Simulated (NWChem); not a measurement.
# SnH2O2 (SMILES [OH][Sn][OH]): CCSD/LANL2DZ (core potential)

Aim: the vertical ionisation energy of SnH2O2 at CCSD/LANL2DZ (core potential), from 2 runs. 

Program for the calculation: NWChem 7.3.0.

## (1) The structure to begin with

SnH2O2: 5 atoms, total charge 0, spin state singlet. SMILES: `[OH][Sn][OH]`. The coordinates come from a PBE0-D4/def2-TZVP relaxation. This is one conformer, not always the lowest.

Bond lengths: O1–Sn2 1.987 Å, Sn2–O3 1.966 Å, O1–H4 0.960 Å, O3–H5 0.964 Å. Angles: O1–Sn2–O3 91.9°, Sn2–O1–H4 116.9°, Sn2–O3–H5 111.9°.

## (2) The energy at CCSD/LANL2DZ (core potential)

job.nw reads:

```
echo
start job
memory total 2200 mb
geometry units angstrom noautosym nocenter noautoz
 O    -0.984300    0.177800   -0.613800
 Sn   -0.153700   -0.943900    0.800900
 O     1.561800    0.002900    0.636100
 H    -1.901200   -0.005600   -0.831400
 H     1.527200    0.695100   -0.033300
end
basis spherical bse
 * library LANL2DZ
end
ecp bse
 Sn library LANL2DZ
end
scf
 thresh 1e-08
 maxiter 80
 noprint "final vectors analysis"
end
ccsd
 freeze core 2
 maxiter 60
end
task ccsd
```

Started as:

```
$ nwchem job.nw > job.out
```

The program printed:

```text
[...]
  functions       =    30
[...]
  wavefunction    = RHF
[...]
         Total SCF energy =   -154.183717609621
      One-electron energy =   -298.644536697817
      Two-electron energy =    102.050488713650
 Nuclear repulsion energy =     42.410330374546
        Time for solution =      0.6s
[...]
 Total MP2 energy:           -154.474497789294617
[...]
             energy      energy      error      ampl     ampl      Block
                                                time     time      time
[...]
 Total CCSD energy:           -154.480920961504978
[...]
```

Wall time 2.6 s (1 thread of AMD EPYC 9R45 (Zen 5), shared host); peak memory 0.11 GiB.

## (3) The doublet cation

input.nw reads:

```
start input
memory total 2200 mb
charge 1

geometry noautosym nocenter noautoz
  O     -0.984300     0.177800    -0.613800
  Sn    -0.153700    -0.943900     0.800900
  O      1.561800     0.002900     0.636100
  H     -1.901200    -0.005600    -0.831400
  H      1.527200     0.695100    -0.033300
end

basis spherical bse
  * library LANL2DZ
end

ecp bse
  Sn library LANL2DZ
end

scf
  nopen 1
  uhf
  thresh 1e-08
  maxiter 80
  print low
end

tce
  scf
  ccsd
  freeze core 2
  maxiter 60
end

task tce energy
```

Started as:

```
$ nwchem input.nw > input.out
```

The program printed:

```text
[...]
  functions       =    30
[...]
  wavefunction    = UHF
[...]
         Total SCF energy =   -153.846323329592
      One electron energy =   -292.650614517511
      Two electron energy =     96.393960813374
 Nuclear repulsion energy =     42.410330374546
                       Sz =      0.5000
                 Sz(Sz+1) =      0.7500
                      S^2 =      0.8260
[...]
         Wavefunction type : Unrestricted Hartree-Fock
          No. of electrons :    21
[...]
         Spin multiplicity : doublet
[...]
 CCSD total energy / hartree       =      -154.135280724742728
[...]
```

Wall time 3.6 s (1 thread of AMD EPYC 9R45 (Zen 5), shared host); peak memory 0.12 GiB.

## (4) Summary of results

Level: CCSD/LANL2DZ (core potential), 2 core orbitals frozen.

| quantity | value |
| --- | --- |
| singlet SnH2O2: total energy | -154.48092 Eh |
| singlet SnH2O2: correlation energy (2 core orbitals frozen) | -297.2 mEh |
| doublet cation: total energy | -154.13528 Eh |
| doublet cation: correlation energy (2 core orbitals frozen) | -289.0 mEh |
| doublet cation: ⟨S²⟩ of the reference determinant | 0.826 |
| vertical ionisation energy (to the doublet cation) | 9.405 eV |

In words: Removing an electron at fixed nuclei costs 9.41 eV (907 kJ/mol).
